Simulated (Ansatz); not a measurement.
Geometry optimisation, Ansatz 0.2.0, DFT PBE-D3(BJ), scalar-relativistic, plane waves, PAW.

input.yaml

```yaml
crystal:
  lattice:
    - [8.8224, 0.0, 0.0]
    - [0.0, 8.8224, 0.0]
    - [0.0, 0.0, 8.8224]
  atoms:
    - { symbol: Mg, position: [0.495602, -0.002097, -0.0054827] }
    - { symbol: O, position: [0.7476551, 0.2527699, 0.2520093] }
    - { symbol: Mg, position: [0.7549086, 0.2496346, -0.003417] }
    - { symbol: O, position: [-0.0025173, 0.4979664, 0.2507932] }
    - { symbol: Mg, position: [0.7483492, -0.0015706, 0.2488421] }
    - { symbol: O, position: [0.0008888, 0.2529831, 0.4979967] }
    - { symbol: Mg, position: [-0.0028789, 0.0012359, -0.0006704] }
    - { symbol: O, position: [0.2416844, 0.2504798, 0.2476888] }
    - { symbol: Mg, position: [0.248995, 0.2468146, 0.0065001] }
    - { symbol: O, position: [0.4949955, 0.4958543, 0.2521976] }
    - { symbol: Mg, position: [0.5004489, 0.4943172, -0.0043298] }
    - { symbol: O, position: [0.7524583, 0.7523349, 0.2551234] }
    - { symbol: Mg, position: [0.7542558, 0.7462837, -0.0001107] }
    - { symbol: O, position: [-0.0008795, -0.0044077, 0.2475377] }
    - { symbol: Mg, position: [0.2489487, 0.0037545, 0.2460811] }
    - { symbol: O, position: [0.5016109, 0.2504629, 0.5052408] }
    - { symbol: Mg, position: [0.5049537, 0.2508985, 0.2488998] }
    - { symbol: O, position: [0.751434, 0.498565, 0.4985939] }
    - { symbol: Mg, position: [0.7516405, 0.5021053, 0.2515345] }
    - { symbol: Mg, position: [0.5020438, -0.0035679, 0.4980508] }
    - { symbol: O, position: [0.7507894, 0.2466394, 0.7486765] }
    - { symbol: Mg, position: [0.7473222, 0.2493165, 0.4985715] }
    - { symbol: O, position: [-0.0014526, 0.5021091, 0.7481432] }
    - { symbol: Mg, position: [0.7507636, -0.0019147, 0.7529533] }
    - { symbol: O, position: [-0.0014566, 0.2498911, 0.0020158] }
    - { symbol: Mg, position: [-0.0084039, 0.4966812, -0.001444] }
    - { symbol: O, position: [0.2489918, 0.7509615, 0.2441487] }
    - { symbol: Mg, position: [0.2460143, 0.7465619, 0.0032065] }
    - { symbol: O, position: [0.5032127, -5.53e-05, 0.2525093] }
    - { symbol: Mg, position: [-0.0027049, 0.2498044, 0.2502861] }
    - { symbol: O, position: [0.2460394, 0.4998314, 0.4954336] }
    - { symbol: Mg, position: [0.2475225, 0.4967717, 0.2458089] }
    - { symbol: O, position: [0.500888, 0.7460326, 0.4959683] }
    - { symbol: Mg, position: [0.4923791, 0.7536164, 0.2509632] }
    - { symbol: O, position: [0.7511474, 0.00677, 0.5062964] }
    - { symbol: Mg, position: [-0.0034286, -0.000357, 0.5035875] }
    - { symbol: O, position: [0.2509582, 0.2474507, 0.7512186] }
    - { symbol: Mg, position: [0.2434395, 0.2518939, 0.4979984] }
    - { symbol: O, position: [0.4974899, 0.5035433, 0.7571696] }
    - { symbol: Mg, position: [0.502796, 0.4954164, 0.500369] }
    - { symbol: O, position: [0.7440731, 0.745436, 0.7467539] }
    - { symbol: Mg, position: [0.7501853, 0.7455596, 0.4966394] }
    - { symbol: O, position: [-0.004568, 0.0043936, 0.7511892] }
    - { symbol: Mg, position: [0.2532142, -0.0050325, 0.7512653] }
    - { symbol: O, position: [0.5014226, 0.248277, -0.0030212] }
    - { symbol: Mg, position: [0.4991743, 0.2474262, 0.7496045] }
    - { symbol: O, position: [0.7490412, 0.5021674, 0.0049273] }
    - { symbol: Mg, position: [0.7508515, 0.5038517, 0.7486199] }
    - { symbol: O, position: [0.0042191, 0.7565034, -0.0038451] }
    - { symbol: Mg, position: [0.0004834, 0.7496105, 0.2522169] }
    - { symbol: O, position: [0.2510406, 0.00293, 0.5022518] }
    - { symbol: Mg, position: [-0.0012078, 0.5009027, 0.5049909] }
    - { symbol: O, position: [0.2540781, 0.7497037, 0.7486876] }
    - { symbol: Mg, position: [0.2450042, 0.7527799, 0.5003597] }
    - { symbol: O, position: [0.500619, -0.0021801, 0.749104] }
    - { symbol: Mg, position: [-0.0013723, 0.2468243, 0.750314] }
    - { symbol: O, position: [0.2483067, 0.4993907, -0.0035941] }
    - { symbol: Mg, position: [0.2520274, 0.5004362, 0.7474331] }
    - { symbol: O, position: [0.50293, 0.7526687, 0.0001737] }
    - { symbol: Mg, position: [0.5016625, 0.7487819, 0.7520194] }
    - { symbol: O, position: [0.7512658, 0.0001654, 0.0025847] }
    - { symbol: Mg, position: [-0.001721, 0.7480769, 0.7503884] }
    - { symbol: O, position: [0.2541347, -0.0018033, -0.0028172] }
basis:
  ecutwfc: 420.0
kpoints:
  mp_grid: { grid: [1, 1, 1] }
hamiltonian:
  xc: pbe
  dispersion: d3bj
  pseudopotentials: { kind: paw, azcp: { folder: soft_1 } }
scf:
  occupations: { method: gaussian, width: 0.05 }
  lower_state_search: "off"
relax:
  f_tol: 0.03
  max_steps: 60
  adjacent_minimum: "off"
```

Command:

```bash
$ ansatz run input.yaml --threads 4 --pin off --max-ram 10240MiB --backend cpu --events-out ev --progress --plain --runs-dir out
```

**Question.** Where does it end, and by what steps?

**Answer.** The forces met the threshold. The force dipped under the threshold on the way, but the program's further checks kept it going. Limits of this set-up: coarse k mesh, no spin, though dangling bonds at a vacancy may carry it. After 3 steps the energy has fallen by 0.683 eV; Mg54 moved furthest, 0.12 Å.

```
step  energy less start (eV)  largest force component (eV/Å)  accepted
   0                  0.0000                           0.939       yes
   1                 -0.4236                           0.452       yes
   2                 -0.6828                           0.019       yes
   3                 -0.6828                           0.019       yes
```

```xyz
63
Lattice="8.8224 0.0000 0.0000 0.0000 8.8224 0.0000 0.0000 0.0000 8.8224" Properties=species:S:1:pos:R:3
Mg 4.406 0.002 -0.002
O 6.612 2.202 2.205
Mg 6.606 2.201 -0.002
O -0.005 4.403 2.200
Mg 6.610 -0.004 2.203
O -0.006 2.202 4.410
Mg -0.007 0.015 -0.002
O 2.199 2.202 2.204
Mg 2.205 2.201 0.000
O 4.406 4.407 2.205
Mg 4.407 4.401 -0.002
O 6.608 6.613 2.201
Mg 6.591 6.612 -0.001
O -0.006 0.001 2.200
Mg 2.201 -0.003 2.204
O 4.407 2.202 4.411
Mg 4.407 2.202 2.198
O 6.607 4.402 4.410
Mg 6.612 4.406 2.204
Mg 4.406 0.016 4.410
O 6.612 2.202 6.616
Mg 6.592 2.202 4.410
O -0.006 4.403 6.620
Mg 6.610 -0.004 6.616
O -0.006 2.202 -0.001
Mg -0.006 4.387 -0.001
O 2.205 6.613 2.201
Mg 2.219 6.613 0.000
O 4.407 -0.003 2.205
Mg -0.006 2.201 2.185
O 2.204 4.402 4.410
Mg 2.201 4.406 2.205
O 4.406 6.613 4.410
Mg 4.404 6.613 2.186
O 6.608 0.001 4.411
Mg -0.006 0.075 4.411
O 2.200 2.202 6.616
Mg 2.220 2.200 4.410
O 4.406 4.408 6.616
Mg 4.406 4.387 4.410
O 6.606 6.614 6.620
Mg 6.532 6.612 4.409
O -0.006 0.002 6.621
Mg 2.201 -0.003 6.617
O 4.407 2.203 -0.001
Mg 4.406 2.201 6.621
O 6.612 4.408 -0.001
Mg 6.611 4.407 6.616
O -0.005 6.614 -0.002
Mg -0.005 6.613 2.125
O 2.205 0.001 4.410
Mg -0.005 4.327 4.411
O 2.206 6.614 6.621
Mg 2.279 6.613 4.411
O 4.407 -0.003 6.616
Mg -0.006 2.201 6.636
O 2.200 4.408 -0.001
Mg 2.202 4.406 6.618
O 4.405 6.613 -0.001
Mg 4.406 6.613 6.635
O 6.612 -0.003 -0.001
Mg -0.006 6.612 6.694
O 2.201 -0.003 -0.001
```

Time of the run: 15 s on 4 threads of Arm Neoverse V1 (shared host), peak memory 0.81 GiB.
